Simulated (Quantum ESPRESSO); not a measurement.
Crystal: GeW.

```
Ge W
1.0
     0.00000    2.57761    2.57761
     2.57761    0.00000    2.57761
     2.57761    2.57761    0.00000
Ge W
1 1
Direct
  0.50000 0.50000 0.50000
  0.00000 0.00000 0.00000
```

The cell was built by a generator and needn't be a form met in nature.

```yaml
Program: Quantum ESPRESSO 7.5
Task: single point
Functional: PBE
Potentials_or_basis: SSSP 1.3 efficiency PBE
Cutoff: 748 eV
Density_cutoff: 5987 eV
k_mesh: 9 × 9 × 9
Occupations: fermi-dirac, width 0.05 eV
Spin: no spin polarisation
```

On this cell: pressure 0.2 GPa; largest force zero by symmetry; band gap on the k mesh none (metal or under the smearing width).

The same run follows on a disturbed copy (atoms moved at random, drawn with an rms of 0.05 Å):

```
Ge W
1.0
     0.00000    2.57761    2.57761
     2.57761    0.00000    2.57761
     2.57761    2.57761    0.00000
Ge W
1 1
Direct
  0.50600 0.48192 0.51026
  0.01570 0.99878 0.99141
```

Question: What changes?

Answer: The energy (extrapolated to zero smearing) moves by +12.0 meV/atom; pressure 0.6 GPa; largest force 0.670 eV/Å; band gap on the k mesh none (metal or under the smearing width).

Forces in eV/Å, atoms in the order of the input:
```
Ge  -0.046 -0.212  0.634
W    0.046  0.212 -0.634
```

Stress tensor (GPa, compression positive):
```
 0.09 -0.01  0.04
-0.01  0.26  0.17
 0.04  0.17  1.56
```
